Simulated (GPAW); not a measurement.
The system is TiPd.

```
Pd Ti
1.0
     2.81471    0.00000    0.00000
     0.00000    2.81471    0.00000
     0.00000    0.00000    3.86576
Pd Ti
1 1
Direct
  0.50000 0.50000 0.50000
  0.00000 0.00000 0.00000
```

The cell comes from a database or a generator and needn't be the stable form of this composition.

* Program: GPAW 26.7.0
* Task: relaxation of cell and atoms
* Functional: revPBE
* Potentials or basis: the program's PAW data sets (release 1.2.1) made for this functional
* Cutoff: 600 eV
* Basis: pw
* k mesh: 9 × 9 × 7
* Occupations: fermi-dirac, width 0.05 eV
* Spin: no spin polarisation

At the start: pressure 5.9 GPa; volume 15.31 Å³/atom.

Where does the relaxation end?

Over 7 steps the energy falls by 12.7 meV/atom and the volume is 15.91 Å³/atom (+3.9 %); space group P4/mmm (No. 123, to 0.05 Å).

The path:
```tsv
step	energy change (eV)	largest force (eV/Å)	pressure (GPa)	volume (Å³)
1	0.0000	0.0000	5.94	30.63
2	-0.0127	0.0000	3.87	31.00
3	-0.0245	0.0000	0.13	31.75
4	-0.0247	0.0000	-0.05	31.79
5	-0.0252	0.0000	-0.31	31.86
6	-0.0255	0.0000	-0.31	31.86
7	-0.0255	0.0000	-0.13	31.83
```

Final structure:
```
Pd Ti
1.0
     2.86350    0.00000    0.00000
     0.00000    2.86350    0.00000
     0.00000    0.00000    3.88168
Pd Ti
1 1
Direct
  0.50000 0.50000 0.50000
  0.00000 0.00000 0.00000
```

Caveat: later steps reuse the first step's grids.
